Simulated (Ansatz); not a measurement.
# C3H5BS: how energies converge with the basis set

One table from this session's results is given with a row withheld; the runs are named, their logs left out.

The runs use Ansatz 0.2.0, Gaussian basis; one geometry, several basis sets.

Levels to be run: PBE0-D4/def2-SVP; ωB97M-V/def2-SVP; PBE0-D4/def2-QZVPP; ωB97M-V/def2-QZVPP; the functionals' def2-TZVPP values are taken from earlier runs.

## The relaxed structure

All runs share one geometry, relaxed beforehand with PBE0-D4 in a triple-zeta def2 set.

SMILES `BC1=C(S)C1`, 10 atoms, charge 0, spin multiplicity 1.

Atoms are counted from 1 here; the program's logs count them from 0.

Bond lengths: B1–C2 1.501 Å, B1–H6 1.198 Å, B1–H7 1.195 Å, C2–C3 1.320 Å, C2–C5 1.518 Å, C3–S4 1.683 Å, C3–C5 1.476 Å, S4–H8 1.347 Å, C5–H9 1.090 Å, C5–H10 1.090 Å. Angles: C2–B1–H6 118.9°, C2–B1–H7 121.2°, H6–B1–H7 119.9°, B1–C2–C3 147.7°, B1–C2–C5 150.0°, C3–C2–C5 62.2°, C2–C3–S4 153.1°, C2–C3–C5 65.5°, S4–C3–C5 141.4°, C3–S4–H8 97.3°, C2–C5–C3 52.3°, C2–C5–H9 119.8°, C2–C5–H10 119.8°, C3–C5–H9 118.6°, C3–C5–H10 118.6°, H9–C5–H10 114.1°.

Set-up of the first run:

File in.yaml:

```yaml
crystal:
  periodic: [false, false, false]
  atoms:
    - {symbol: B, position_ang: [-0.775561, 1.590062, -0.371240]}
    - {symbol: C, position_ang: [0.060637, 0.371151, -0.111336]}
    - {symbol: C, position_ang: [0.101134, -0.899572, 0.243118]}
    - {symbol: S, position_ang: [-0.610356, -2.347755, 0.723266]}
    - {symbol: C, position_ang: [1.418823, -0.305019, -0.056492]}
    - {symbol: H, position_ang: [-1.963173, 1.517589, -0.232561]}
    - {symbol: H, position_ang: [-0.277770, 2.622084, -0.711422]}
    - {symbol: H, position_ang: [-1.887327, -1.917674, 0.730295]}
    - {symbol: H, position_ang: [1.920639, -0.587992, -0.981527]}
    - {symbol: H, position_ang: [2.096054, -0.093975, 0.770800]}
basis:
  gaussian: {orbitals: def2-SVP}
hamiltonian: {xc: pbe0, dispersion: d4}
output: {orbitals: {seedname: orbitals}}
```

The run is started by

```bash
ansatz run in.yaml --threads 2 --pin off --events-out ev --progress --plain --max-ram 4352MiB
```

Steps of the session up to this table: PBE0-D4 in def2-SVP; ωB97M-V in def2-SVP; PBE0-D4 in def2-QZVPP; ωB97M-V in def2-QZVPP.

One of the session's tables, all rows but one given; the rest of the session is left out.

It belongs to the step «Density functionals: the series». 

```
functional       basis  HOMO (eV)  LUMO (eV)
   PBE0-D4    def2-SVP      -6.96      -2.08
   PBE0-D4  def2-TZVPP      -7.00      -2.18
   PBE0-D4  def2-QZVPP      -7.01      -2.20
   ωB97M-V    def2-SVP      -8.94      -0.07
   ωB97M-V  def2-TZVPP          ?          ?
   ωB97M-V  def2-QZVPP      -9.02      -0.31
```

Estimate the missing values for ωB97M-V, def2-TZVPP.

The run gave: HOMO (eV): -9.01; LUMO (eV): -0.24. In the column «HOMO (eV)» it lies between ωB97M-V, def2-QZVPP (-9.02) and ωB97M-V, def2-SVP (-8.94).
